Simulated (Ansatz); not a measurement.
# H2SSeSn (SMILES [S]1[Se][SnH2]1): energies and forces away from the minimum

One table from this session's results is given with a row withheld; the runs are named, their logs left out.

Method: single points with forces in def2-TZVPP; program: Ansatz 0.2.0, Gaussian basis.

Levels: PBE-D4, r2SCAN-D4, PBE0-D4, wB97M-V, Hartree-Fock, MP2, CCSD, CCSD(T). Each coordinate is moved by a Gaussian draw of the width named (0.7 of it for atoms other than hydrogen): 0.02, 0.09, 0.04, 0.02 Å.

Cores are frozen in the correlated methods. Filled d shells of the heavier atoms are correlated. Core potentials replace the inner electrons past krypton, and spin-orbit coupling is left out.

11 further runs of the same task are left out: 1 that didn't finish, 10 set aside as unsound or not needed.

## The starting structure

The minimum, relaxed at PBE0-D4: 5 atoms, charge 0, spin multiplicity 1.

Atoms are counted from 1 here; the program's logs count them from 0.

Bond lengths: S1–Se2 2.302 Å, S1–Sn3 2.375 Å, Se2–Sn3 2.491 Å, Sn3–H4 1.694 Å, Sn3–H5 1.694 Å. Angles: Se2–S1–Sn3 64.3°, S1–Se2–Sn3 59.2°, S1–Sn3–Se2 56.4°, S1–Sn3–H4 116.8°, S1–Sn3–H5 116.8°, Se2–Sn3–H4 117.7°, Se2–Sn3–H5 117.7°, H4–Sn3–H5 117.4°.

Geometry (Å):

```
S     0.7141   -1.2354    1.3201
Se   -0.8892    0.3362    1.8264
Sn    0.0213    0.1445   -0.4840
H    -0.9612   -0.5753   -1.6613
H     1.1151    1.3301   -1.0012
```

Energies of the minimum (eV), from earlier single points: PBE-D4 -82035.62843, r2SCAN-D4 -82051.14594, PBE0-D4 -82038.76676, B3LYP-D4 -82053.56762, wB97M-V -82044.27605, CCSD(T) -81980.48915.

The first run:

ccsdt-tzvpp/in.yaml reads:

```yaml
crystal:
  periodic: [false, false, false]
  atoms:
    - {symbol: S, position_ang: [0.713548, -1.234312, 1.322822]}
    - {symbol: Se, position_ang: [-0.895668, 0.348661, 1.855085]}
    - {symbol: Sn, position_ang: [0.021301, 0.139657, -0.501267]}
    - {symbol: H, position_ang: [-0.959780, -0.634512, -1.643515]}
    - {symbol: H, position_ang: [1.134088, 1.341504, -0.963779]}
basis:
  gaussian: {orbitals: def2-TZVPP}
correlation: {method: ccsd_t}
output: {forces: true}
```

No record of the launch command was kept for these runs.

Steps of the session up to this table: Structure 1, width 0.02 Å; Structure 2, width 0.09 Å; Structure 3, width 0.04 Å; Structure 4, width 0.02 Å.

One table of the session follows, with a row left open; its other results are not shown here.

```
   method  RMS force component (eV/Å)  angle to CCSD(T) forces (°)  dipole (D)
   PBE-D4                           ?                            ?           ?
r2SCAN-D4                       0.345                         10.7        2.98
  PBE0-D4                       0.270                         15.5        3.02
  wB97M-V                       0.253                          6.1        3.08
  CCSD(T)                       0.384                    reference        2.92
```

Q: Estimate the row for PBE-D4 from the others.

The run gave: RMS force component (eV/Å): 0.480; angle to CCSD(T) forces (°): 16.2; dipole (D): 2.78. In the column «RMS force component (eV/Å)» it is the highest.
